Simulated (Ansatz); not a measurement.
# CH5FOSi: the cost of one run

Program: Ansatz 0.2.0. Level of theory: RKS PBE-D4/def2-SVPD. These are calculated values, not measurements.

**1. The system as given**

9 atoms, charge 0, spin multiplicity 1.

Atoms are counted from 1 here; the program's logs count them from 0.

Bond lengths: C1–O2 1.215 Å, C1–H3 1.125 Å, C1–H4 1.122 Å, Si5–F6 1.667 Å, Si5–H7 1.502 Å, Si5–H8 1.495 Å, Si5–H9 1.495 Å. Angles: O2–C1–H3 121.4°, O2–C1–H4 121.6°, H3–C1–H4 117.0°, F6–Si5–H7 105.2°, F6–Si5–H8 108.9°, F6–Si5–H9 108.8°, H7–Si5–H8 110.3°, H7–Si5–H9 110.3°, H8–Si5–H9 113.1°.

As a file:

```
C    -0.1097   -0.2369   -2.0285
O     0.1711    0.7306   -1.3496
H    -0.1287   -0.1798   -3.1514
H    -0.3621   -1.2271   -1.5641
Si    0.1039    0.2453    1.6251
F    -0.3305   -1.1894    0.8955
H     0.0562   -0.0336    3.1002
H    -0.8970    1.2953    1.2634
H     1.4967    0.5956    1.2094
```

This geometry comes from a loose relaxation at PBE in a small basis, which is not shown.

**5. The grid**

The axes are (1) distance Si5···O2: 9 values from 2.534 to 3.934 Å; (2) turn of C1, O2, H3, H4 about Si5: 9 values from −60 to 60 °.

Nothing else is relaxed (both partners rigid). Energies count from the two partners far apart, frozen as in the relaxed pair, each in its own basis (no counterpoise correction). Points are written as (first, second).

(The set-up runs are not shown.)

**6. Point (2.735 Å, 0°)**

Contents of input.yaml:

```yaml
crystal:
  periodic: [false, false, false]
  atoms:
    - { symbol: C, position_ang: [-0.117862, -0.281615, -1.749983] }
    - { symbol: O, position_ang: [0.171791, 0.684596, -1.073132] }
    - { symbol: H, position_ang: [-0.127297, -0.228761, -2.873356] }
    - { symbol: H, position_ang: [-0.387794, -1.266146, -1.283243] }
    - { symbol: Si, position_ang: [0.10479, 0.244652, 1.62542] }
    - { symbol: F, position_ang: [-0.32324, -1.191757, 0.894058] }
    - { symbol: H, position_ang: [0.057153, -0.034811, 3.100371] }
    - { symbol: H, position_ang: [-0.900727, 1.289824, 1.262516] }
    - { symbol: H, position_ang: [1.495569, 0.602575, 1.209773] }
basis:
  gaussian: { orbitals: def2-SVPD }
hamiltonian:
  xc: pbe
  dispersion: d4
output:
  forces: true
```

On the command line:

```bash
$ ansatz run input.yaml --threads 1 --pin off --max-ram 2560MiB --backend cpu --events-out ev --progress --plain --runs-dir out
```

**Question.** How long does this run take on 1 thread of Intel Xeon Platinum 8375C at 2.90GHz (Ice Lake), shared host, and how much memory does it need?

About 2.6 s, with a peak of 0.15 GiB.
